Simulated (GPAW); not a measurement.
Wanted: an ASE script for a GPAW 26.7.0 run.

```
Task                : G0W0 quasiparticle levels
Functional          : LDA
Potentials or basis : the program's PAW data sets (release 1.2.1) made for this functional
Cutoff              : 450 eV
Basis               : pw
k mesh              : 4 × 4 × 2
Occupations         : fermi-dirac, width 0.001 eV
Spin                : no spin polarisation
Response ecut       : 150 eV
Frequency           : ppa
Extrapolate         : yes
Qp bands            : 2
Integrate gamma     : WS
Maxiter             : 150
Vertex              : none
All k               : no
Response bands      : 329
```

Cd2S:

```
Cd S
1.0
     3.96267    0.00000    0.00000
    -1.98134    3.43177    0.00000
     0.00000    0.00000    5.80919
Cd S
2 1
Cartesian
  0.0000 2.2878 5.4183
  1.9813 1.1439 3.3620
  0.0000 2.2878 2.1245
```

The cell comes from a database or a generator and needn't be the stable form of this composition.

The input as run:

run.py

```python
import json
import numpy as np
from ase import Atoms
from ase.dft.bandgap import bandgap
from ase.io import write
from gpaw import GPAW, PW
from gpaw.response.g0w0 import G0W0

atoms = Atoms(['Cd', 'Cd', 'S'],
              cell=[[3.962670049, 0.0, 0.0],
                    [-1.9813350245, 3.4317729293, 0.0],
                    [0.0, 0.0, 5.809192]],
              scaled_positions=[[0.3333333333, 0.6666666667, 0.932717],
                                [0.6666666667, 0.3333333333, 0.578735],
                                [0.3333333333, 0.6666666667, 0.365705]],
              pbc=True)

calc = GPAW(mode=PW(450),
            xc='LDA',
            kpts={'size': (4, 4, 2), 'gamma': True},
            occupations={'name': 'fermi-dirac', 'width': 0.001},
            nbands=26,
            convergence={'density': 1e-06},
            maxiter=150,
            txt='gpaw.txt')
atoms.calc = calc
energy = atoms.get_potential_energy()
calc.write('gs.gpw')
write('result.traj', atoms)
print(f'Energy: {energy:.6f} eV')
print('Fermi level:', round(calc.get_fermi_level(), 4), 'eV')
print(f'Gap: {bandgap(calc)[0]:.4f} eV, direct: {bandgap(calc, direct=True)[0]:.4f} eV')

calc.diagonalize_full_hamiltonian(nbands=333)
calc.write('full.gpw', mode='all')

ibz = calc.get_ibz_k_points()
gap, vbm, cbm = bandgap(calc, output=None)
gap, direct, _ = bandgap(calc, direct=True, output=None)
gamma = int(np.abs(ibz).sum(1).argmin())
kpts = sorted({gamma, vbm[1], cbm[1], direct[1]})
gw = G0W0(calc='full.gpw',
          filename='gw',
          ecut=150,
          ecut_extrapolation=True,
          relbands=(-2, 2),
          kpts=kpts,
          integrate_gamma='WS',
          ppa=True)
gw.calculate()
results = {mode: {key: np.asarray(r[key]).tolist() for key in ['f', 'eps', 'vxc', 'exx', 'sigma', 'Z', 'qp', 'sigma_eskn']}
           for mode, r in gw.all_results.items()}
json.dump({'kpts': ibz[kpts].tolist(), 'results': results}, open('gw.json', 'w'))
for mode, r in results.items():
    f, qp = np.array(r['f']), np.array(r['qp'])
    print(mode, 'quasiparticle energies (eV):')
    print(qp.round(3))
    print(mode, 'gap:', round(qp[f < 0.5].min() - qp[f > 0.5].max(), 4), 'eV')
```

Potentials or basis: the program's PAW data sets (release 1.2.1) made for this functional, pw.

Run with:

```console
$ OMP_NUM_THREADS=1 python run.py
```

It gave:

The band gap on the k mesh, mean-field level is 0.65 eV, indirect (least direct gap 1.21 eV) and the quasiparticle gap is 0.94 eV. The least direct quasiparticle gap is 1.81 eV.

Caveat: the k mesh is coarse (spacing up to 0.54 Å⁻¹), so the values aren't converged; the quasiparticle gap is taken among the few k points that were corrected; the long-wavelength limit can be off by several per cent where d states take part.

Wall time 20 min on 1 thread of Arm Neoverse V2, on a shared host, peak memory 0.49 GiB.
